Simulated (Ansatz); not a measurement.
**CH5InSe: one species, many methods**

One table from this session's results is given with a row withheld; the runs are named, their logs left out.

Computed with Ansatz 0.2.0, Gaussian basis. Level: functionals in def2-TZVPP, the program's frozen cores in correlated methods.

The runs, in order: LDA (SPW92), PBE-D4, revPBE-D4, BLYP-D4, r2SCAN-D4, B97M-V, PBE0-D4, B3LYP-D4, r2SCANh-D4, r2SCAN0-D4, HSE06-D4, BHLYP-D4, CAM-B3LYP-D4, LC-ωPBE, ωB97X-V, ωB97M-V, B2PLYP, PBE-QIDH; CCSD(T)/def2-SVP; CCSD(T)/def2-TZVPP; MP2/def2-QZVPP; extrapolation to the limit; RPA on PBE.

## Structure used throughout

The geometry comes from an earlier relaxation with PBE0-D4 in a triple-zeta def2 set; it is a stationary point, not always the lowest conformer. In takes the def2 core potential; no spin-orbit term is included.

SMILES `C[Se][InH2]`, 8 atoms, charge 0, spin multiplicity 1.

Atoms are counted from 1 here; the program's logs count them from 0.

Bond lengths: C1–Se2 1.963 Å, C1–H4 1.088 Å, C1–H5 1.088 Å, C1–H6 1.088 Å, Se2–In3 2.492 Å, In3–H7 1.719 Å, In3–H8 1.712 Å. Angles: Se2–C1–H4 108.3°, Se2–C1–H5 110.8°, Se2–C1–H6 108.4°, H4–C1–H5 109.7°, H4–C1–H6 109.9°, H5–C1–H6 109.7°, C1–Se2–In3 100.1°, Se2–In3–H7 113.9°, Se2–In3–H8 117.1°, H7–In3–H8 129.1°.

Geometry (Å):

```xyz
8

C    -0.74805    1.20228   -0.52921
Se   -1.18023   -0.17649    0.79995
In    0.90397   -1.53995    0.70849
H    -0.78927    2.17357   -0.04020
H     0.24510    1.04206   -0.94406
H    -1.48993    1.15656   -1.32399
H     2.07226   -0.95122   -0.40699
H     0.98617   -2.90679    1.73602
```

Set-up of the first run:

Input file in.yaml:

```yaml
crystal:
  periodic: [false, false, false]
  atoms:
    - {symbol: C, position_ang: [-0.748054, 1.202277, -0.529212]}
    - {symbol: Se, position_ang: [-1.180225, -0.176492, 0.799948]}
    - {symbol: In, position_ang: [0.903966, -1.539953, 0.708490]}
    - {symbol: H, position_ang: [-0.789273, 2.173569, -0.040202]}
    - {symbol: H, position_ang: [0.245096, 1.042059, -0.944060]}
    - {symbol: H, position_ang: [-1.489933, 1.156559, -1.323994]}
    - {symbol: H, position_ang: [2.072263, -0.951215, -0.406989]}
    - {symbol: H, position_ang: [0.986170, -2.906795, 1.736019]}
basis:
  gaussian: {orbitals: def2-TZVPP}
hamiltonian: {xc: lda}
output: {orbitals: {seedname: orbitals}}
```

On the command line:

```sh
$ ansatz run in.yaml --threads 4 --pin off --events-out ev --progress --plain --max-ram 10444MiB
```

Among the steps run: LDA; PBE-D4 (GGA); revPBE-D4 (GGA); BLYP-D4 (GGA); r2SCAN-D4 (meta-GGA); B97M-V (meta-GGA); B3LYP-D4 (hybrid); r2SCANh-D4 (hybrid); r2SCAN0-D4 (hybrid); HSE06-D4 (hybrid); BHLYP-D4 (hybrid); CAM-B3LYP-D4 (range-separated); LC-ωPBE (range-separated); ωB97X-V (range-separated); ωB97M-V (range-separated); B2PLYP (double hybrid); PBE-QIDH (double hybrid).

One of the session's tables, all rows but one given; the rest of the session is left out.

It belongs to the step «Orbital energies across the functionals». 

```
  functional  HOMO (eV)  LUMO (eV)  gap (eV)
 LDA (SPW92)      -5.74      -2.53      3.21
      PBE-D4      -5.59      -2.27      3.31
   revPBE-D4      -5.53      -2.16      3.36
     BLYP-D4      -5.44      -2.22      3.22
   r2SCAN-D4      -5.80      -2.04      3.77
      B97M-V      -5.88      -2.28      3.60
     PBE0-D4      -6.61      -1.60      5.01
    B3LYP-D4      -6.41      -1.85      4.56
  r2SCANh-D4      -6.19      -1.80      4.39
  r2SCAN0-D4      -6.76      -1.45      5.31
    HSE06-D4      -6.22      -1.95      4.27
    BHLYP-D4      -7.52      -0.97      6.54
CAM-B3LYP-D4      -7.84      -0.82      7.02
     LC-ωPBE      -9.14       0.23      9.37
     ωB97X-V          ?          ?         ?
     ωB97M-V      -8.71      -0.14      8.56
```

**Question.** Estimate the row for ωB97X-V.

As computed: HOMO (eV): -8.82; LUMO (eV): 0.11; gap (eV): 8.93. In the column «HOMO (eV)» it lies between LC-ωPBE (-9.14) and ωB97M-V (-8.71).
